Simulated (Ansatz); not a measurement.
# ZnHCl + HCl: a complex and its separated parts

Aim: how far the complex at one end of a reaction step lies below its separated, relaxed parts, level by level.

Program: Ansatz 0.2.0, Gaussian basis. Level of theory: PBE0-D4/def2-TZVP structures, single points in def2-TZVPP, no counterpoise correction. These are calculated values, not measurements.

Levels: SPW92, PBE-D4, BLYP-D4, r2SCAN-D4, B97M-V, PBE0-D4, B3LYP-D4, r2SCAN0-D4, BHLYP-D4, CAM-B3LYP-D4, wB97X-V, wB97M-V, B2PLYP, PBE-QIDH, RPA on PBE, Hartree-Fock, MP2, CCSD, CCSD(T).

Cores are frozen in the correlated methods. The 3s and 3p shells of Cu and Zn are frozen; filled d shells are correlated. B3LYP uses VWN-RPA correlation. B2PLYP carries no dispersion term here.

## (1) The starting structure

The complex: 5 atoms, charge 0, spin multiplicity 1.

Atoms are counted from 1 here; the program's logs count them from 0.

Bond lengths: Zn1–Cl3 2.115 Å, Zn1–H5 1.528 Å, Cl2–H4 1.282 Å. Angles: Cl3–Zn1–H5 170.9°.

Geometry (Å):

```mol
Cl2H2Zn
  3D, bonds by distance, orders not assigned

  5  3  0  0  0  0  0  0  0  0999 V2000
   -0.3216    1.0345   -0.3660 Zn  0  0
    0.3644   -1.7300    0.2673 Cl  0  0
   -1.1955    0.5543   -2.2313 Cl  0  0
    0.9002   -1.4688    1.4021 H   0  0
    0.2525    1.6098    0.9280 H   0  0
  1  3  8  0
  1  5  8  0
  2  4  8  0
M  END
```

Its parts: ZnHCl holds atoms 1, 3, 5; HCl holds atoms 2, 4. Each part counts its atoms afresh in its own runs.

## (2) Relaxing ZnHCl alone

Input file relax-a/in.yaml:

```yaml
crystal:
  periodic: [false, false, false]
  atoms:
    - {symbol: Zn, position_ang: [-0.321554, 1.034515, -0.365993]}
    - {symbol: Cl, position_ang: [-1.195498, 0.554330, -2.231321]}
    - {symbol: H, position_ang: [0.252493, 1.609801, 0.927966]}
basis:
  gaussian: {orbitals: def2-TZVP}
hamiltonian: {xc: pbe0, dispersion: d4}
relax: {f_tol: 0.005, max_steps: 200}
```

No record of the launch command was kept for these runs.

The runs that follow: Relaxing HCl alone; wB97M-V/def2-TZVPP; CCSD(T)/def2-TZVPP; Vibrations of ZnHCl; Vibrations of HCl.

What does the calculation give? Wanted: complex less parts, CCSD(T)/def2-TZVPP; with zero-point energy; largest T1 diagnostic.

As calculated:

```
                              quantity         value
complex less parts, CCSD(T)/def2-TZVPP  -10.4 kJ/mol
                with zero-point energy   -7.0 kJ/mol
                 largest T1 diagnostic         0.014
```

What this shows: At CCSD(T) the complex lies 10.4 kJ/mol below its parts. The functionals run from PBE-QIDH, off by -1.2 kJ/mol, to SPW92, off by -14.3 kJ/mol, against CCSD(T). By rung, the mean size of the error is: LDA 14.3, GGA 3.1, meta-GGA 5.0, hybrid 4.2, range-separated hybrid 3.8, double hybrid 2.0 kJ/mol. PBE-D4 gives a relative energy 4.6 kJ/mol too low, an error of 45 % of the reference. No counterpoise was applied, and triple zeta lacks some correlation, so the CCSD(T) reference has a basis error of its own, and close matches with it are partly luck.
